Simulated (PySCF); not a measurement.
# C3H6Br2 (1,2-dibromopropane): the cost of one run

The runs use PySCF 2.14.0, with density-fitted response routines of our own; the level of theory stands in each step. All values are computed, except where a source is named. Atoms count from 0, in the outputs and in this text.

### 1 The molecule as given

11 atoms, charge 0, multiplicity 1; geometry from: MMFF94s. The atoms were then displaced at random by about 0.03 Å, so the start is not that level's minimum.

Bonds of the start (Å): C0–C1 1.62, C1–Br2 1.97, C1–C3 1.41, C3–Br4 2.00, C0–H5 1.11, C0–H6 1.03, C0–H7 1.11, C1–H8 1.16, C3–H9 1.07, C3–H10 1.18.

### 2 Relaxing the molecule at PBE0-D3(BJ)/def2-SVP

The job: settings as JSON, then the geometry in Å.

```
{"job": {"xc": "PBE0", "basis": "def2-SVP", "d3": "d3bj", "grid": 1, "shake": 0.03, "kind": "geom"}, "charge": 0, "multiplicity": 1}
C      1.259950    -0.593660    -0.087510
C      0.112130     0.474760     0.299280
Br     0.532450     2.209850    -0.539890
C     -1.170150     0.120560    -0.165060
Br    -1.986170    -1.383080     0.872990
H      1.200950    -0.660390    -1.191590
H      1.064340    -1.493340     0.379490
H      2.242370    -0.155770     0.180560
H      0.159540     0.684350     1.443410
H     -1.307100    -0.211980    -1.170960
H     -2.010250     0.923200     0.010170
```

On the command line:

```sh
$ OMP_NUM_THREADS=1 python probes_run.py task.json out
```

One launch serves the whole session: the jobs run in the order shown.

Q: Estimate the wall time and peak memory of this first job on 1 thread of Arm Neoverse V1, shared host.

About 88 s, with a peak of 0.51 GiB.
